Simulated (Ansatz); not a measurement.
# WSe: magnetic order and moments

One table from this session's results is given with a row withheld; the runs are named, their logs left out.

Method: DFT PBE, scalar-relativistic, plane waves, PAW, in Ansatz 0.2.0.

## The system as given

Symmetry: F-43m, No. 216, cubic system. Conventional cell: a = 5.356 Å, b = 5.356 Å, c = 5.356 Å, α = 90.00°, β = 90.00°, γ = 90.00°. W (site symmetry -43m) has 4 Se at 2.32 Å as nearest neighbours. Around Se (site symmetry -43m) lie 4 W at 2.32 Å.

As a file:

```
W Se
1.0
     0.00000    2.67820    2.67820
     2.67820    0.00000    2.67820
     2.67820    2.67820    0.00000
W Se
1 1
Direct
  0.00000 0.00000 0.00000
  0.25000 0.25000 0.25000
```

This is a hypothetical structure, made by putting the elements on a prototype's sites.

Set-up of the first run:

(A quick probe on a coarse mesh, which set the mesh and smearing, is not shown.)

input.yaml reads:

```yaml
crystal:
  lattice:
    - [0.0, 2.6782044124, 2.6782044124]
    - [2.6782044124, 0.0, 2.6782044124]
    - [2.6782044124, 2.6782044124, 0.0]
  atoms:
    - { symbol: W, position: [0.0, 0.0, 0.0], spin: 0.18 }
    - { symbol: Se, position: [0.25, 0.25, 0.25] }
basis:
  ecutwfc: 420
kpoints:
  mp_grid: { grid: [6, 6, 6] }
hamiltonian:
  xc: pbe
scf:
  occupations: { method: gaussian, width: 0.1 }
output:
  forces: true
  stress: true
  eigenvalues: true
  populations: true
magnetization:
  spin_polarized: true
relax:
  adjacent_minimum: "off"
  f_tol: 0.05
  max_steps: 80
  cell: { stress_tol: 0.5 }
```

The run is started by

```bash
> ansatz run input.yaml --threads 1 --pin off --max-ram 2560MiB --backend cpu --events-out ev --progress --plain --runs-dir out
```

Among the steps run: Coarse relaxation; The relaxation; Magnetic start: no spin polarisation; Magnetic start: ferromagnetic; Magnetic start: large parallel starting moments; Start: antiferromagnetic, doubled cell, propagation vector (0, 0, 1/2); Start: antiferromagnetic, doubled cell, propagation vector (0, 1/2, 1/2); Magnetic start: small parallel starting moments.

One table of the session follows, with a row left open; its other results are not shown here.

It belongs to the step «Which state is lowest». 

| start | energy above the lowest (meV/atom) | pressure (GPa) |
| --- | --- | --- |
| ferromagnetic | 0.00 | 0.0 |
| large parallel starting moments | 0.00 | 0.0 |
| small parallel starting moments | 0.00 | 0.0 |
| antiferromagnetic, doubled cell, propagation vector (0, 1/2, 1/2) | 4.97 | -0.8 |
| antiferromagnetic, doubled cell, propagation vector (0, 0, 1/2) | ? | ? |
| no spin | 13.4 | -1.8 |

Estimate the missing values for antiferromagnetic, doubled cell, propagation vector (0, 0, 1/2).

**Answer.** energy above the lowest (meV/atom): 11.6; pressure (GPa): -0.8. In the column «energy above the lowest (meV/atom)» it lies between antiferromagnetic, doubled cell, propagation vector (0, 1/2, 1/2) (4.97) and no spin (13.4).
